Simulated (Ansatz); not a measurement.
**HF + GeH₃ radical: a complex and its separated parts**

Aim: how far the complex at one end of a reaction step lies below its separated, relaxed parts, level by level.

The runs use Ansatz 0.2.0, Gaussian basis; PBE0-D4/def2-TZVP structures, single points in def2-TZVPP, no counterpoise correction.

Levels: SPW92, PBE-D4, BLYP-D4, r2SCAN-D4, B97M-V, PBE0-D4, B3LYP-D4, r2SCAN0-D4, BHLYP-D4, CAM-B3LYP-D4, wB97X-V, wB97M-V, B2PLYP, PBE-QIDH, RPA on PBE, Hartree-Fock, MP2, CCSD, CCSD(T).

Cores are frozen in the correlated methods. Filled d shells of the heavier atoms are correlated. Orbitals are unrestricted. B3LYP uses VWN-RPA correlation. B2PLYP carries no dispersion term here.

76 further runs of the same task are left out: 76 set aside as unsound or not needed.

### Step 1. The system as given

The complex: 6 atoms, charge 0, spin multiplicity 2.

Atoms are counted from 1 here; the program's logs count them from 0.

Bond lengths: F1–H3 0.930 Å, Ge2–H4 1.534 Å, Ge2–H5 1.534 Å, Ge2–H6 1.534 Å. Angles: H4–Ge2–H5 112.8°, H4–Ge2–H6 112.8°, H5–Ge2–H6 112.8°.

Geometry (Å):

```
F    -1.34930   -0.62121   -2.26414
Ge    0.40203    0.18501    0.67437
H    -0.88422   -0.40831   -1.48714
H     0.14842    1.67873    0.91595
H     1.87608   -0.12933    0.38752
H    -0.19301   -0.70488    1.77343
```

Its parts: HF holds atoms 1, 3; GeH₃ radical holds atoms 2, 4, 5, 6. Each part counts its atoms afresh in its own runs.

### Step 2. Relaxing HF alone

relax-a/in.yaml

```yaml
crystal:
  periodic: [false, false, false]
  atoms:
    - {symbol: F, position_ang: [-1.349301, -0.621213, -2.264141]}
    - {symbol: H, position_ang: [-0.884222, -0.408315, -1.487136]}
basis:
  gaussian: {orbitals: def2-TZVP}
hamiltonian: {xc: pbe0, dispersion: d4}
relax: {f_tol: 0.005, max_steps: 200}
```

Launch:

```console
$ ansatz run in.yaml --threads 2 --pin off --events-out ev --progress --plain --max-ram 4352MiB
```

The program printed, cut to the lines that bear on the results:

```text
Functional definition: PBE0
  name "PBE0"
  cite "Adamo & Barone, J. Chem. Phys. 110, 6158 (1999) doi:10.1063/1.478522"
  cite "Perdew, Burke & Ernzerhof, Phys. Rev. Lett. 77, 3865 (1996) doi:10.1103/PhysRevLett.77.3865"
  parent pbe
[...]
200 factors; their error is unknown
[...]
mean field -2731.79861859 eV, -100.3917475535 hartree, gradient 6.9e-6 eV, S^2 0.000000; 0 other end points of the search recorded, 0 dependent functions left out
[...]
reference -2731.79862718 eV, -100.3917478691 hartree; 5, 5 occupied and 32, 32 virtual orbitals, 200 factors
[...]
relax step   3: F+E_penalty+E_count = -2731.80321317 eV  Δ(F+E_penalty+E_count) = -1.329e-4 eV  max|allowed force component| = 2.831e-3 eV/Å  Δτ_max = 0.0011 Å  (25 SCF iters, accepted)
200 factors; their error is unknown
[...]
mean field -2731.80169989 eV, -100.3918607893 hartree, gradient 2.5e-5 eV, S^2 0.000000; 1 other end points of the search recorded, 0 dependent functions left out
[...]
reference -2731.80170833 eV, -100.3918610993 hartree; 5, 5 occupied and 32, 32 virtual orbitals, 200 factors
Total energy: -2731.80322160 eV, -100.3919167112 hartree
Atom 0 at    -1.346739    -0.620040    -2.259860 Å, force    -0.001695    -0.000776    -0.002831 eV/Å
Atom 1 at    -0.886784    -0.409488    -1.491417 Å, force     0.001695     0.000776     0.002831 eV/Å
Dipole moment:     0.200384     0.091729     0.334780 e Å
```

It took 0.6 s on 2 threads of Arm Neoverse V1, shared host.

Relaxation path:

```csv
step,energy from step 1 (eV),largest force component (eV/Å)
1,0.0000,0.4982
2,-0.0029,0.1056
3,-0.0031,0.0028
```

The bond:

```csv
bond,before (Å),after (Å),change (Å)
F1–H2,0.930,0.920,-0.010
```

### Step 3. Relaxing GeH₃ radical alone

relax-b/in.yaml

```yaml
crystal:
  periodic: [false, false, false]
  atoms:
    - {symbol: Ge, position_ang: [0.402029, 0.185008, 0.674375]}
    - {symbol: H, position_ang: [0.148424, 1.678733, 0.915954]}
    - {symbol: H, position_ang: [1.876082, -0.129331, 0.387522]}
    - {symbol: H, position_ang: [-0.193012, -0.704881, 1.773426]}
basis:
  gaussian: {orbitals: def2-TZVP}
magnetization: {spin_polarized: true, initial_magnetization: 1}
hamiltonian: {xc: pbe0, dispersion: d4}
relax: {f_tol: 0.005, max_steps: 200}
```

Launch:

```console
$ ansatz run in.yaml --threads 2 --pin off --events-out ev --progress --plain --max-ram 4352MiB
```

The program printed, cut to the lines that bear on the results:

```text
[... 5 set-up lines as earlier in the session ...]
[...]
533 factors; their error is unknown
[...]
mean field -56558.30888387 eV, -2078.4795148835 hartree, gradient 3.2e-5 eV, S^2 0.752342; 0 other end points of the search recorded, 0 dependent functions left out
[...]
Total energy: -56558.34222890 eV, -2078.4807402909 hartree
Atom 0 at     0.383748     0.176530     0.643527 Å, force     0.000262     0.000125     0.000452 eV/Å
Atom 1 at     0.157575     1.672269     0.926978 Å, force     0.000089    -0.000575    -0.000110 eV/Å
Atom 2 at     1.873790    -0.123785     0.402028 Å, force    -0.000571     0.000116     0.000095 eV/Å
Atom 3 at    -0.181589    -0.695485     1.778744 Å, force     0.000220     0.000334    -0.000437 eV/Å
Dipole moment:    -0.003636    -0.001683    -0.006126 e Å
```

Run time: 4.3 s. Hardware: 2 threads of Arm Neoverse V1, shared host.

The steps of the relaxation:

```csv
step,energy from step 1 (eV),largest force component (eV/Å)
1,0.0000,0.2120
2,-0.0060,0.0386
3,-0.0062,0.0179
4,-0.0062,0.0006
```

Distances of close pairs at the start and the end, largest changes first:

```csv
bond,before (Å),after (Å),change (Å)
Ge1–H2,1.534,1.539,+0.005
Ge1–H4,1.534,1.539,+0.005
Ge1–H3,1.534,1.539,+0.005
```

### Step 4. SPW92/def2-TZVPP

parta/in.yaml

```yaml
crystal:
  periodic: [false, false, false]
  atoms:
    - {symbol: F, position_ang: [-1.346739, -0.620040, -2.259860]}
    - {symbol: H, position_ang: [-0.886784, -0.409488, -1.491417]}
basis:
  gaussian: {orbitals: def2-TZVPP}
hamiltonian: {xc: lda}
```

partb/in.yaml

```yaml
crystal:
  periodic: [false, false, false]
  atoms:
    - {symbol: Ge, position_ang: [0.383748, 0.176530, 0.643527]}
    - {symbol: H, position_ang: [0.157575, 1.672269, 0.926978]}
    - {symbol: H, position_ang: [1.873790, -0.123785, 0.402028]}
    - {symbol: H, position_ang: [-0.181589, -0.695485, 1.778744]}
basis:
  gaussian: {orbitals: def2-TZVPP}
magnetization: {spin_polarized: true, initial_magnetization: 1}
hamiltonian: {xc: lda}
```

Each run has its own folder and the same command.

Launch:

```console
$ ansatz run in.yaml --threads 2 --pin off --events-out ev --progress --plain --max-ram 4352MiB
```

Output in parta, cut to the lines that bear on the results:

```text
Functional definition: SPW92
  name "SPW92"
  cite "Dirac, Proc. Camb. Phil. Soc. 26, 376 (1930) doi:10.1017/S0305004100016108"
  cite "Slater, Phys. Rev. 81, 385 (1951) doi:10.1103/PhysRev.81.385"
  cite "Perdew & Wang, Phys. Rev. B 45, 13244 (1992) doi:10.1103/PhysRevB.45.13244"
[...]
215 factors; their error is unknown
[...]
mean field -2716.76647980 eV, -99.8393266423 hartree, gradient 3.5e-5 eV, S^2 0.000000; 0 other end points of the search recorded, 0 dependent functions left out
reference -2716.76649088 eV, -99.8393270495 hartree; 5, 5 occupied and 40, 40 virtual orbitals, 215 factors
Total energy: -2716.76649088 eV, -99.8393270495 hartree
```

Output in partb, cut to the lines that bear on the results:

```text
[... 5 set-up lines as earlier in the session ...]
[...]
535 factors; their error is unknown
[...]
mean field -56478.45187932 eV, -2075.5448240952 hartree, gradient 9.9e-6 eV, S^2 0.750987; 0 other end points of the search recorded, 0 dependent functions left out
reference -56478.45190696 eV, -2075.5448251111 hartree; 18, 17 occupied and 72, 73 virtual orbitals, 535 factors
Total energy: -56478.45190696 eV, -2075.5448251111 hartree
```

Wall times: 0.15 s (parta), 0.55 s (partb) on 2 threads of Arm Neoverse V1, shared host.

### Step 5. PBE-D4/def2-TZVPP

The same edit goes into each in.yaml of step 4 (parta, partb):

```diff
-hamiltonian: {xc: lda}
+hamiltonian: {xc: pbe, dispersion: d4}
```

The same command starts each run, in its folder.

Launch:

```console
$ ansatz run in.yaml --threads 2 --pin off --events-out ev --progress --plain --max-ram 4352MiB
```

Output in parta, cut to the lines that bear on the results:

```text
Functional definition: PBE
  name "PBE"
[... 2 set-up lines as earlier in the session ...]
[...]
215 factors; their error is unknown
[...]
mean field -2731.84355990 eV, -100.3933991164 hartree, gradient 4.8e-5 eV, S^2 0.000000; 0 other end points of the search recorded, 0 dependent functions left out
reference -2731.84357201 eV, -100.3933995613 hartree; 5, 5 occupied and 40, 40 virtual orbitals, 215 factors
Total energy: -2731.84546588 eV, -100.3934691596 hartree
```

partb printed, cut to the lines that bear on the results:

```text
[... 4 set-up lines as earlier in the session ...]
[...]
535 factors; their error is unknown
[...]
mean field -56556.73721340 eV, -2078.4217570593 hartree, gradient 9.8e-6 eV, S^2 0.751793; 0 other end points of the search recorded, 0 dependent functions left out
reference -56556.73724401 eV, -2078.4217581841 hartree; 18, 17 occupied and 72, 73 virtual orbitals, 535 factors
Total energy: -56556.77032743 eV, -2078.4229739774 hartree
```

Wall times: 0.15 s (parta), 0.9 s (partb) on 2 threads of Arm Neoverse V1, shared host.

### Step 6. BLYP-D4/def2-TZVPP

The same edit goes into each in.yaml of step 5 (parta, partb):

```diff
-hamiltonian: {xc: pbe, dispersion: d4}
+hamiltonian: {xc: {name: BLYP}, dispersion: d4}
```

Each run has its own folder and the same command.

Launch:

```console
$ ansatz run in.yaml --threads 2 --pin off --events-out ev --progress --plain --max-ram 4352MiB
```

Output in parta, cut to the lines that bear on the results:

```text
Functional definition: BLYP
  name "BLYP"
  cite "Becke, Phys. Rev. A 38, 3098 (1988) doi:10.1103/PhysRevA.38.3098"
  cite "Lee, Yang & Parr, Phys. Rev. B 37, 785 (1988) doi:10.1103/PhysRevB.37.785"
[...]
215 factors; their error is unknown
[...]
mean field -2734.23790057 eV, -100.4813895130 hartree, gradient 3.9e-5 eV, S^2 0.000000; 0 other end points of the search recorded, 0 dependent functions left out
reference -2734.23802418 eV, -100.4813940553 hartree; 5, 5 occupied and 40, 40 virtual orbitals, 215 factors
Total energy: -2734.24260612 eV, -100.4815624388 hartree
```

Output in partb, cut to the lines that bear on the results:

```text
[... 4 set-up lines as earlier in the session ...]
[...]
535 factors; their error is unknown
[...]
mean field -56566.91912913 eV, -2078.7959355606 hartree, gradient 1.3e-5 eV, S^2 0.751041; 0 other end points of the search recorded, 0 dependent functions left out
reference -56566.91939037 eV, -2078.7959451612 hartree; 18, 17 occupied and 72, 73 virtual orbitals, 535 factors
Total energy: -56566.99560456 eV, -2078.7987459809 hartree
```

Wall times: 0.15 s (parta), 0.9 s (partb) on 2 threads of Arm Neoverse V1, shared host.

### Step 7. r2SCAN-D4/def2-TZVPP

The same edit goes into each in.yaml of step 6 (parta, partb):

```diff
-hamiltonian: {xc: {name: BLYP}, dispersion: d4}
+hamiltonian: {xc: r2scan, dispersion: d4}
```

The same command starts each run, in its folder.

Launch:

```console
$ ansatz run in.yaml --threads 2 --pin off --events-out ev --progress --plain --max-ram 4352MiB
```

Log of parta, cut to the lines that bear on the results:

```text
Functional definition: r2SCAN
  name "r2SCAN"
  cite "Furness, Kaplan, Ning, Perdew & Sun, J. Phys. Chem. Lett. 11, 8208 (2020) doi:10.1021/acs.jpclett.0c02405"
  cite "Furness, Kaplan, Ning, Perdew & Sun, J. Phys. Chem. Lett. 11, 9248 (2020) doi:10.1021/acs.jpclett.0c03077"
  parent r2scan
[...]
215 factors; their error is unknown
[...]
mean field -2733.29261612 eV, -100.4466509501 hartree, gradient 6.5e-6 eV, S^2 0.000000; 0 other end points of the search recorded, 0 dependent functions left out
reference -2733.29261930 eV, -100.4466510670 hartree; 5, 5 occupied and 40, 40 virtual orbitals, 215 factors
Total energy: -2733.29307683 eV, -100.4466678809 hartree
```

Log of partb, cut to the lines that bear on the results:

```text
[... 5 set-up lines as earlier in the session ...]
[...]
535 factors; their error is unknown
[...]
mean field -56565.29062899 eV, -2078.7360892843 hartree, gradient 2.3e-5 eV, S^2 0.753678; 0 other end points of the search recorded, 0 dependent functions left out
reference -56565.29063915 eV, -2078.7360896576 hartree; 18, 17 occupied and 72, 73 virtual orbitals, 535 factors
Total energy: -56565.29784930 eV, -2078.7363546257 hartree
```

Wall times: 0.5 s (parta), 2.4 s (partb) on 2 threads of Arm Neoverse V1, shared host.

### Step 8. B97M-V/def2-TZVPP

The same edit goes into each in.yaml of step 7 (parta, partb):

```diff
-hamiltonian: {xc: r2scan, dispersion: d4}
+hamiltonian: {xc: {name: B97M-V}}
```

Each run has its own folder and the same command.

Launch:

```console
$ ansatz run in.yaml --threads 2 --pin off --events-out ev --progress --plain --max-ram 4352MiB
```

Output in parta, cut to the lines that bear on the results:

```text
Functional definition: B97M-V
  name "B97M-V"
  cite "Mardirossian & Head-Gordon, J. Chem. Phys. 142, 074111 (2015) doi:10.1063/1.4907719"
  cite "Becke, J. Chem. Phys. 107, 8554 (1997) doi:10.1063/1.475007"
  cite "Vydrov & Van Voorhis, J. Chem. Phys. 133, 244103 (2010) doi:10.1063/1.3521275"
  # Of w^i u^j: cxij and so on, Table III.
[...]
  gx(w, u) = cx00 + cx01*u + cx02*u^2 + (cx10 + cx11*u)*w
[...]
  gos(w, u) = cos00 + cos01*u + cos03*u^3 + cos10*w + cos32*w^3*u^2
[...]
      + integral(e_c_pw_mod_opposite_spin*gos(b97_w_opposite, b97_u_opposite)) + vv10(b, c)
215 factors; their error is unknown
[...]
mean field -2733.38838584 eV, -100.4501704223 hartree, gradient 2.3e-5 eV, S^2 0.000000; 0 other end points of the search recorded, 0 dependent functions left out
reference -2733.38840355 eV, -100.4501710733 hartree; 5, 5 occupied and 40, 40 virtual orbitals, 215 factors
Total energy: -2733.38840355 eV, -100.4501710733 hartree
```

Output in partb, cut to the lines that bear on the results:

```text
[... 5 set-up lines as earlier in the session ...]
  # Of w^i u^j: cxij and so on, Table III.
[...]
  gx(w, u) = cx00 + cx01*u + cx02*u^2 + (cx10 + cx11*u)*w
[...]
  gos(w, u) = cos00 + cos01*u + cos03*u^3 + cos10*w + cos32*w^3*u^2
[...]
      + integral(e_c_pw_mod_opposite_spin*gos(b97_w_opposite, b97_u_opposite)) + vv10(b, c)
535 factors; their error is unknown
[...]
mean field -56554.99579152 eV, -2078.3577609853 hartree, gradient 1.7e-5 eV, S^2 0.751680; 0 other end points of the search recorded, 0 dependent functions left out
reference -56554.99583500 eV, -2078.3577625834 hartree; 18, 17 occupied and 72, 73 virtual orbitals, 535 factors
Total energy: -56554.99583500 eV, -2078.3577625834 hartree
```

Times: 0.45 s (parta), 3.9 s (partb) on 2 threads of Arm Neoverse V1, shared host.

### Step 9. PBE0-D4/def2-TZVPP

The same edit goes into each in.yaml of step 8 (parta, partb):

```diff
-hamiltonian: {xc: {name: B97M-V}}
+hamiltonian: {xc: pbe0, dispersion: d4}
+output: {orbitals: {seedname: orbitals}}
```

One command serves all of them, each in its own folder.

Launch:

```console
$ ansatz run in.yaml --threads 2 --pin off --events-out ev --progress --plain --max-ram 4352MiB
```

parta printed, cut to the lines that bear on the results:

```text
[... 5 set-up lines as earlier in the session ...]
[...]
215 factors; their error is unknown
[...]
mean field -2731.86112524 eV, -100.3940446305 hartree, gradient 4.0e-5 eV, S^2 0.000000; 0 other end points of the search recorded, 0 dependent functions left out
reference -2731.86113395 eV, -100.3940449507 hartree; 5, 5 occupied and 40, 40 virtual orbitals, 215 factors
Total energy: -2731.86264723 eV, -100.3941005625 hartree
```

Log of partb, cut to the lines that bear on the results:

```text
[... 5 set-up lines as earlier in the session ...]
[...]
578 factors; their error is unknown
[...]
mean field -56558.33623091 eV, -2078.4805198687 hartree, gradient 6.4e-5 eV, S^2 0.752224; 0 other end points of the search recorded, 0 dependent functions left out
reference -56558.33625403 eV, -2078.4805207184 hartree; 18, 17 occupied and 72, 73 virtual orbitals, 578 factors
Total energy: -56558.36337456 eV, -2078.4815173794 hartree
```

Wall times: 0.15 s (parta), 1.1 s (partb) on 2 threads of Arm Neoverse V1, shared host.

### Step 10. B3LYP-D4/def2-TZVPP

Each input of step 9 (parta, partb) changes in the same lines:

```diff
-hamiltonian: {xc: pbe0, dispersion: d4}
-output: {orbitals: {seedname: orbitals}}
+hamiltonian: {xc: {name: B3LYP}, dispersion: d4}
```

Each run has its own folder and the same command.

Launch:

```console
$ ansatz run in.yaml --threads 2 --pin off --events-out ev --progress --plain --max-ram 4352MiB
```

Output in parta, cut to the lines that bear on the results:

```text
Functional definition: B3LYP
  name "B3LYP"
  cite "Stephens, Devlin, Chabalowski & Frisch, J. Phys. Chem. 98, 11623 (1994) doi:10.1021/j100096a001"
[... 2 set-up lines as earlier in the session ...]
  cite "Vosko, Wilk & Nusair, Can. J. Phys. 58, 1200 (1980) doi:10.1139/p80-159"
[...]
215 factors; their error is unknown
[...]
mean field -2734.54625343 eV, -100.4927212715 hartree, gradient 1.9e-5 eV, S^2 0.000000; 0 other end points of the search recorded, 0 dependent functions left out
reference -2734.54634427 eV, -100.4927246097 hartree; 5, 5 occupied and 40, 40 virtual orbitals, 215 factors
Total energy: -2734.54933394 eV, -100.4928344784 hartree
```

Output in partb, cut to the lines that bear on the results:

```text
[... 6 set-up lines as earlier in the session ...]
[...]
566 factors; their error is unknown
[...]
mean field -56567.01015355 eV, -2078.7992806463 hartree, gradient 6.6e-6 eV, S^2 0.751326; 0 other end points of the search recorded, 0 dependent functions left out
reference -56567.01034964 eV, -2078.7992878524 hartree; 18, 17 occupied and 72, 73 virtual orbitals, 566 factors
Total energy: -56567.06449632 eV, -2078.8012777064 hartree
```

Wall times: 0.2 s (parta), 1.1 s (partb) on 2 threads of Arm Neoverse V1, shared host.

### Step 11. r2SCAN0-D4/def2-TZVPP

The same edit goes into each in.yaml of step 10 (parta, partb):

```diff
-hamiltonian: {xc: {name: B3LYP}, dispersion: d4}
+hamiltonian: {xc: {name: r2SCAN0}, dispersion: d4}
```

One command serves all of them, each in its own folder.

Launch:

```console
$ ansatz run in.yaml --threads 2 --pin off --events-out ev --progress --plain --max-ram 4352MiB
```

Output in parta, cut to the lines that bear on the results:

```text
Functional definition: r2SCAN0
  name "r2SCAN0"
  cite "Bursch, Neugebauer, Ehlert & Grimme, J. Chem. Phys. 156, 134105 (2022) doi:10.1063/5.0086040"
[... 3 set-up lines as earlier in the session ...]
[...]
215 factors; their error is unknown
[...]
mean field -2732.94548394 eV, -100.4338940777 hartree, gradient 6.6e-5 eV, S^2 0.000000; 0 other end points of the search recorded, 0 dependent functions left out
reference -2732.94548640 eV, -100.4338941681 hartree; 5, 5 occupied and 40, 40 virtual orbitals, 215 factors
Total energy: -2732.94598836 eV, -100.4339126151 hartree
```

partb printed, cut to the lines that bear on the results:

```text
[... 6 set-up lines as earlier in the session ...]
[...]
578 factors; their error is unknown
[...]
mean field -56564.80182457 eV, -2078.7181260532 hartree, gradient 6.8e-5 eV, S^2 0.753583; 0 other end points of the search recorded, 0 dependent functions left out
reference -56564.80183256 eV, -2078.7181263467 hartree; 18, 17 occupied and 72, 73 virtual orbitals, 578 factors
Total energy: -56564.81033496 eV, -2078.7184388041 hartree
```

Times: 0.45 s (parta), 2.6 s (partb) on 2 threads of Arm Neoverse V1, shared host.

### Step 12. BHLYP-D4/def2-TZVPP

Each input of step 11 (parta, partb) changes in the same lines:

```diff
-hamiltonian: {xc: {name: r2SCAN0}, dispersion: d4}
+hamiltonian: {xc: {name: BHLYP}, dispersion: d4}
```

The same command starts each run, in its folder.

Launch:

```console
$ ansatz run in.yaml --threads 2 --pin off --events-out ev --progress --plain --max-ram 4352MiB
```

Output in parta, cut to the lines that bear on the results:

```text
Functional definition: BHLYP
  name "BHLYP"
  cite "Becke, J. Chem. Phys. 98, 1372 (1993) doi:10.1063/1.464304"
[... 2 set-up lines as earlier in the session ...]
[...]
234 factors; their error is unknown
[...]
mean field -2733.43316784 eV, -100.4518161304 hartree, gradient 1.2e-5 eV, S^2 0.000000; 0 other end points of the search recorded, 0 dependent functions left out
reference -2733.43322837 eV, -100.4518183550 hartree; 5, 5 occupied and 40, 40 virtual orbitals, 234 factors
Total energy: -2733.43495632 eV, -100.4518818559 hartree
```

Log of partb, cut to the lines that bear on the results:

```text
[... 5 set-up lines as earlier in the session ...]
[...]
637 factors; their error is unknown
[...]
mean field -56565.00566993 eV, -2078.7256172322 hartree, gradient 7.7e-5 eV, S^2 0.751873; 0 other end points of the search recorded, 0 dependent functions left out
reference -56565.00580329 eV, -2078.7256221330 hartree; 18, 17 occupied and 72, 73 virtual orbitals, 637 factors
Total energy: -56565.04558007 eV, -2078.7270839025 hartree
```

They took 0.2 s (parta), 1.1 s (partb) on 2 threads of Arm Neoverse V1, shared host.

### Step 13. CAM-B3LYP-D4/def2-TZVPP

Each input of step 12 (parta, partb) changes in the same lines:

```diff
-hamiltonian: {xc: {name: BHLYP}, dispersion: d4}
+hamiltonian: {xc: {name: CAM-B3LYP}, dispersion: d4}
```

One command serves all of them, each in its own folder.

Launch:

```console
$ ansatz run in.yaml --threads 2 --pin off --events-out ev --progress --plain --max-ram 4352MiB
```

Output in parta, cut to the lines that bear on the results:

```text
Functional definition: CAM-B3LYP
  name "CAM-B3LYP"
  cite "Yanai, Tew & Handy, Chem. Phys. Lett. 393, 51 (2004) doi:10.1016/j.cplett.2004.06.011"
  cite "Iikura, Tsuneda, Yanai & Hirao, J. Chem. Phys. 115, 3540 (2001) doi:10.1063/1.1383587"
[... 2 set-up lines as earlier in the session ...]
[...]
  # Exact exchange under (alpha + beta erf(omega r))/r, Becke's under what is left of 1/r.
[...]
215 factors; their error is unknown
48 factors; integrals over basis functions are off by at most 4.9e-5 eV
[...]
mean field -2733.85902435 eV, -100.4674660687 hartree, gradient 6.2e-5 eV, S^2 0.000000; 0 other end points of the search recorded, 0 dependent functions left out
reference -2733.85906848 eV, -100.4674676904 hartree; 5, 5 occupied and 40, 40 virtual orbitals, 215 factors
Total energy: -2733.86050879 eV, -100.4675206208 hartree
```

partb printed, cut to the lines that bear on the results:

```text
[... 6 set-up lines as earlier in the session ...]
[...]
  # Exact exchange under (alpha + beta erf(omega r))/r, Becke's under what is left of 1/r.
[...]
566 factors; their error is unknown
144 factors; integrals over basis functions are off by at most 1.0e-5 eV
[...]
mean field -56568.80750475 eV, -2078.8653320848 hartree, gradient 1.2e-5 eV, S^2 0.751510; 0 other end points of the search recorded, 0 dependent functions left out
reference -56568.80760002 eV, -2078.8653355857 hartree; 18, 17 occupied and 72, 73 virtual orbitals, 566 factors
Total energy: -56568.83468948 eV, -2078.8663311052 hartree
```

Times: 0.2 s (parta), 1.2 s (partb) on 2 threads of Arm Neoverse V1, shared host.

(Part 1 of 2 ends here.)
